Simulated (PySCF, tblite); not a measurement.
# C7H11OP: geometry, infrared bands and NMR shifts

Aim: predict the infrared bands and NMR shifts of C7H11OP (`COc1[pH]cc(C)c1C`).

Computed with tblite 0.8.0 and PySCF 2.14.0, with density-fitted response routines of our own, on a single molecule in the gas phase. Atoms count from 0, in the outputs and in this text.

### 1 The starting structure

20 atoms, charge 0, multiplicity 1; geometry from: force field or distance geometry start.

Bonds of the start (Å): C0–O1 1.43, O1–C2 1.35, C2–P3 1.88, P3–C4 1.87, C4–C5 1.34, C5–C6 1.49, C5–C7 1.47, C7–C8 1.50, C7–C2 1.35, C0–H9 1.09, C0–H10 1.10, C0–H11 1.09, P3–H12 1.41, C4–H13 1.08, C6–H14 1.10, C6–H15 1.09, C6–H16 1.10, C8–H17 1.09, C8–H18 1.09, C8–H19 1.10.

### 2 Relaxing the molecule with GFN2-xTB

What the job is given:

```
{"job": {"kind": "relax", "xc": "GFN2-xTB", "basis": "xTB"}, "charge": 0, "multiplicity": 1}
C      3.244300     0.301200    -0.258000
O      2.149800    -0.552300     0.072800
C      0.941700    -0.120900    -0.355400
P      0.571800     0.611700    -2.050400
C     -1.227800     0.698600    -1.555700
C     -1.416600     0.238300    -0.316400
C     -2.745700     0.193800     0.354700
C     -0.195800    -0.228800     0.363700
C     -0.267500    -0.810800     1.741000
H      3.473800     0.227000    -1.317400
H      3.020300     1.340500     0.019500
H      4.110300    -0.025900     0.309400
H      0.524100    -0.610200    -2.754500
H     -2.013700     1.075600    -2.201800
H     -2.745900     0.802500     1.274300
H     -3.541000     0.583400    -0.277200
H     -3.013000    -0.835500     0.621000
H      0.708400    -1.123800     2.110900
H     -0.921500    -1.686600     1.764700
H     -0.661100    -0.067100     2.451800
```

On the command line:

```bash
$ OMP_NUM_THREADS=1 python probes_run.py task.json out
```

The driver reads the jobs from task.json and runs them one after another.

**Question.** This job is followed by: GFN2-xTB harmonic vibrations, gas phase; GIAO PBE0/pcSseg-1 NMR shielding, non-relativistic, gas phase. What will the session give for the following? strongest single infrared mode (GFN2-xTB); zero-point energy (GFN2-xTB); 13C shifts against TMS (PBE0/pcSseg-1); 1H shifts against TMS (PBE0/pcSseg-1, means over atoms taken as alike); 17O shifts against H2O (PBE0/pcSseg-1); 31P shifts against H3PO4 (PBE0/pcSseg-1).

**Answer**, as computed:

```
                                                              quantity                                             value
                             strongest single infrared mode (GFN2-xTB)                             1233 cm⁻¹, 186 km/mol
                                          zero-point energy (GFN2-xTB)                                     99.6 kcal/mol
                                13C shifts against TMS (PBE0/pcSseg-1)  176.5, 160.8, 128.4, 112.0, 60.0, 21.6, 12.5 ppm
1H shifts against TMS (PBE0/pcSseg-1, means over atoms taken as alike)                  5.67, 4.95, 3.92, 2.23, 2.10 ppm
                                17O shifts against H2O (PBE0/pcSseg-1)                                         113.0 ppm
                              31P shifts against H3PO4 (PBE0/pcSseg-1)                                        -102.3 ppm
```

Over 96 steps the energy fell by 0.248 eV; of the close pairs, P3–C4 changed most, 1.868 to 1.794 Å. All 54 modes are real, so the xTB geometry is a minimum. The strongest single mode, at 1233 cm⁻¹, is carried by C2, O1, C7. GFN2-xTB is a fitted tight-binding method: band positions and strengths are rough. Its intensities can rank the bands wrongly.
